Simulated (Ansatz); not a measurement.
# ZnPt: stress in a strained cell

Aim: deform ZnPt (zz strain of -1 %) and compute stress, forces and field gradients with LAPW, PAW and all-electron datasets made for the crystal.

Program: Ansatz 0.2.0. Level of theory: DFT PBEsol, scalar-relativistic. These are calculated values, not measurements.

## Step 1: The starting structure

The structure is tetragonal, space group P4/mmm (No. 123). The conventional cell has a = 2.864 Å, b = 2.864 Å, c = 3.510 Å, α = 90.00°, β = 90.00°, γ = 90.00°. Zn (site symmetry 4/mmm) has 8 Pt at 2.68 Å and 4 Zn at 2.86 Å as nearest neighbours. Around Pt (site symmetry 4/mmm) lie 8 Zn at 2.68 Å and 4 Pt at 2.86 Å.

As a file:

```cif
data_structure
_symmetry_space_group_name_H-M 'P 1'
_symmetry_Int_Tables_number 1
_cell_length_a 2.8640
_cell_length_b 2.8640
_cell_length_c 3.5100
_cell_angle_alpha 90.000
_cell_angle_beta 90.000
_cell_angle_gamma 90.000
_cell_volume 28.79
loop_
_atom_site_label
_atom_site_type_symbol
_atom_site_fract_x
_atom_site_fract_y
_atom_site_fract_z
_atom_site_occupancy
Zn1 Zn 0.50000 0.50000 0.50000 1
Pt1 Pt 0.00000 0.00000 0.00000 1
```

Atoms are numbered in the order of the input: Zn1, Pt2.

## Step 2: The deformed structure

Space group P4/mmm before, P4/mmm after.

## Step 3: All-electron LAPW

Input file input.yaml:

```yaml
crystal:
  lattice:
    - [2.864, 0.0, 0.0]
    - [0.0, 2.864, 0.0]
    - [0.0, 0.0, 3.4749]
  atoms:
    - { symbol: Zn, position: [0.5, 0.5, 0.5] }
    - { symbol: Pt, position: [0.0, 0.0, 0.0] }
kpoints:
  mp_grid: { grid: [11, 11, 9] }
  band_path:
    path:
      - [0.0, 0.0, 0.0]
      - [0.0, 0.5, 0.0]
      - [0.5, 0.5, 0.0]
      - [0.0, 0.0, 0.0]
      - [0.0, 0.0, 0.5]
      - [0.0, 0.5, 0.5]
      - [0.5, 0.5, 0.5]
      - [0.0, 0.0, 0.5]
      - [0.0, 0.5, 0.0]
    npoints: 5
scf:
  occupations: { method: fermi_dirac, width: 0.05 }
hamiltonian:
  xc: pbesol
  pseudopotentials: { kind: all_electron, lapw: { basis_error: 0.00025 } }
output:
  forces: true
  stress: true
  eigenvalues: true
```

On the command line:

```bash
$ ansatz run input.yaml --threads 1 --pin off --max-ram 3072MiB --backend cpu --events-out ev --progress --plain --runs-dir out
```

## Step 4: PAW with frozen cores

Input file input.yaml:

```yaml
crystal:
  lattice:
    - [2.864, 0.0, 0.0]
    - [0.0, 2.864, 0.0]
    - [0.0, 0.0, 3.4749]
  atoms:
    - { symbol: Zn, position: [0.5, 0.5, 0.5] }
    - { symbol: Pt, position: [0.0, 0.0, 0.0] }
kpoints:
  mp_grid: { grid: [11, 11, 9] }
scf:
  occupations: { method: fermi_dirac, width: 0.05 }
hamiltonian:
  xc: pbesol
  pseudopotentials: { kind: paw }
output:
  forces: true
  stress: true
  eigenvalues: true
  efg: { contact_densities: true }
```

## Step 5: All-electron PAW on datasets made for the crystal

input.yaml, as its differences from that of step 4:

```diff
@@ -14,3 +14,3 @@
   xc: pbesol
-  pseudopotentials: { kind: paw }
+  pseudopotentials: { kind: all_electron, datasets: crystal }
 output:
```

(Steps that only read results are left out.)

Q: Predict the outcome of this session. Wanted: pressure; largest shear or deviatoric stress.

**Answer**, as computed:

| quantity | value |
| --- | --- |
| pressure | LAPW -4.13, PAW -4.15, crystal datasets -4.12 GPa |
| largest shear or deviatoric stress (LAPW) | 0.38 GPa |

In words: The largest part of the stress beyond the pressure is 0.38 GPa in size, in the zz component; the atoms are carried along and not relaxed. No run of the undeformed cell stands beside it, so the pressure holds what the given cell had before the change. PAW: stress within 0.05 GPa of LAPW. Crystal datasets: stress within 0.01 GPa of LAPW. Spin-orbit coupling is left out, though the cell holds Pt; in elements this heavy it can shift bands and gaps by tenths of an eV.
